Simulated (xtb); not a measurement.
# GFN2-xTB run of CH3F3Zr (ZrMeF3)

We compute a geometry optimisation of CH3F3Zr (ZrMeF3). 

The results are computed with xtb 6.7.1.

2 further runs of the same task are left out: 2 set aside as unsound or not needed.

### 1 The molecule

The species is CH3F3Zr (8 atoms), meant as a singlet with charge 0. As SMILES, `[CH3][Zr]([F])([F])[F]`. All atoms were displaced at random from a relaxed shape. The run starts from this shape.

Bond lengths: Zr1–C2 2.275 Å, Zr1–F6 1.755 Å, Zr1–F7 1.933 Å, Zr1–F8 1.844 Å, C2–H3 1.102 Å, C2–H4 1.073 Å, C2–H5 1.178 Å. Some angles: C2–Zr1–F6 105.1°, C2–Zr1–F7 100.8°, C2–Zr1–F8 106.7°, F6–Zr1–F7 115.0°, F6–Zr1–F8 113.9°, F7–Zr1–F8 113.7°, Zr1–C2–H3 109.6°, Zr1–C2–H4 106.6°, Zr1–C2–H5 105.8°, H3–C2–H4 117.1°.

### 2 A geometry optimisation at GFN2-xTB

input.inp reads:

```
$opt
   hessian=swart
$end
```

coord reads:

```
$coord
      0.025360124592     -0.004289678303     -2.070705195581  zr
      0.022790097063      0.100287765434      2.226361936467  c
     -1.937479503795      0.209532832699      2.923066164094  h
      1.280119374083      1.594891054662      2.769771580864  h
      1.038404505482     -1.771108015783      2.878846572777  h
      3.228030166086      0.032654467434     -2.933988781094  f
     -1.814231565947      3.057841431302     -2.829940460672  f
     -1.652489906940     -2.914467910227     -2.999864633798  f
$end
```

On the command line:

```bash
xtb coord -o tight --gfn 2 --input input.inp | tee coord.out
```

Q: Predict the results. Wanted: total energy at the end; dipole moment; HOMO energy; LUMO energy; HOMO–LUMO gap; dispersion energy; mean polarisability.

Answer, from the run:

At GFN2-xTB:

| quantity | value |
| --- | --- |
| total energy at the end | -19.76431 Eh |
| dipole moment | 1.38 D |
| HOMO energy | -11.21 eV |
| LUMO energy | -7.69 eV |
| HOMO–LUMO gap | 3.52 eV |
| dispersion energy | -7.29 kJ/mol |
| mean polarisability (D4 model) | 51.1 bohr³ |

**Reading.** At the final geometry: Bond lengths: Zr1–C2 2.205 Å, Zr1–F6 1.856 Å, Zr1–F7 1.857 Å, Zr1–F8 1.857 Å, C2–H3 1.105 Å, C2–H4 1.105 Å, C2–H5 1.105 Å. Some angles: C2–Zr1–F6 103.3°, C2–Zr1–F7 103.4°, C2–Zr1–F8 103.5°, F6–Zr1–F7 114.7°, F6–Zr1–F8 114.9°, F7–Zr1–F8 114.9°, Zr1–C2–H3 110.8°, Zr1–C2–H4 110.4°, Zr1–C2–H5 110.8°, H3–C2–H4 108.2°. The optimisation took 16 steps and changed the energy by -0.310 eV. Mulliken charges run from -0.44 on F8 to +1.34 on Zr1.
